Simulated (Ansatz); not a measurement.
What does this script print? It uses Ansatz's Python interface.

The script, `crre3.py`:
```python
# -*- coding: utf-8 -*-
"""Magnetic orders of CrRe3 compared."""

import ansatz as az
import numpy as np


def count_gap(report):
    # lowest empty less highest filled band, counting bands; zero where they overlap
    return max(report.get("gap_by_band_count_ev") or 0.0, 0.0)

CELL = [
    [3.863548, 0.0, 0.0],
    [0.0, 3.863548, 0.0],
    [0.0, 0.0, 7.727096],
]
ATOMS = [
    ("Cr", [0.0, 0.0, 0.0]),
    ("Re", [0.0, 0.5, 0.25]),
    ("Re", [0.5, 0.0, 0.25]),
    ("Re", [0.5, 0.5, 0.0]),
    ("Cr", [0.0, 0.0, 0.5]),
    ("Re", [0.0, 0.5, 0.75]),
    ("Re", [0.5, 0.0, 0.75]),
    ("Re", [0.5, 0.5, 0.5]),
]


def build(moments):
    crystal = az.Crystal(lattice=az.Lattice.of(CELL))
    for (symbol, position), moment in zip(ATOMS, moments):
        crystal = crystal.atom(symbol, position, moment=moment or None)
    return crystal

# starting moments in muB, one an atom
orders = {
    "FM": [3, 0, 0, 0, 3, 0, 0, 0],
    "AFM": [3, 0, 0, 0, -3, 0, 0, 0],
}

rows = []
for label, moments in orders.items():
    setup = (
        build(moments).calculation()
        .functional("lda")
        .kpoints(7, 7, 4)
        .occupations("fermi_dirac", width=0.1)  # fractional filling near the Fermi level
        .spin("collinear")  # two spin channels
        .band_table()
    )
    summary = setup.run(threads=1).report
    rows.append((label, summary["free_energy_ev"], summary["magnetization_mub"], summary["absolute_magnetization_mub"], max(abs(m) for m in summary["site_moments_mub"]), count_gap(summary)))
    print(label, "site moments:", [round(m, 2) for m in summary["site_moments_mub"]])

lowest = min(row[1] for row in rows)
rows = [(row[0], 1000 * (row[1] - lowest) / 2, *row[2:]) for row in sorted(rows, key=lambda row: row[1])]
for row in rows:
    print("; ".join(f"{name} = {round(v, 4) if isinstance(v, float) else v}" for name, v in zip(["order", "meV/magnetic atom", "net muB", "absolute muB", "largest site muB", "gap by band count eV"], row)))
print("lowest of these starts:", rows[0][0])
```

```console
$ python crre3.py
DeckWarning: basis.ecutwfc = 420 eV, auto-derived from the records' recommended cutoffs: set by Cr (normal level)
RunWarning: the starting moments were not kept: the SCF closed with an absolute magnetisation of 1.7e-5 μB, where they sum to 6 μB in size (2 sites). That is at most 0.1 of that sum. Measured as dr2_m measures the in/out step, that magnetisation stands 7.1e-11 eV from none, at or under the dr2_threshold of 1.0e-7 eV: [...]
FM site moments: [0.0, -0.0, -0.0, -0.0, 0.0, -0.0, -0.0, -0.0]
AFM site moments: [-0.0, -0.0, -0.0, 0.0, 0.0, 0.0, 0.0, -0.0]
order = AFM; meV/magnetic atom = 0.0; net muB = 0.0; absolute muB = 0.0; largest site muB = 0.0; gap by band count eV = 0.0
order = FM; meV/magnetic atom = 0.0; net muB = 0.0; absolute muB = 0.0; largest site muB = 0.0; gap by band count eV = 0.0
lowest of these starts: AFM
```
(Warnings from the package without file and line, shortened, repeats left out.)

Notes:
- The SCF didn't keep the moments it started from (some shrank, vanished or turned); what is printed is the state reached.
- The mesh is modest for a metal, so energies can be off by several to tens of meV an atom and pressures by half a GPa or more; differences at equal mesh fare better.
- A gap by band count of zero or less means overlapping bands, a metal.
- This cell is a computed structure, which may not be the phase found in nature.
- Gaps and levels are Kohn-Sham values on a finite set of k-points, without spin-orbit coupling.
- Each row is the state reached from that start at the given structure, not necessarily the lowest of its order; other orders weren't tried.
- Run time: 2.4 min on 1 thread of Arm Neoverse V1, with other jobs on the host, peak memory 0.86 GiB.
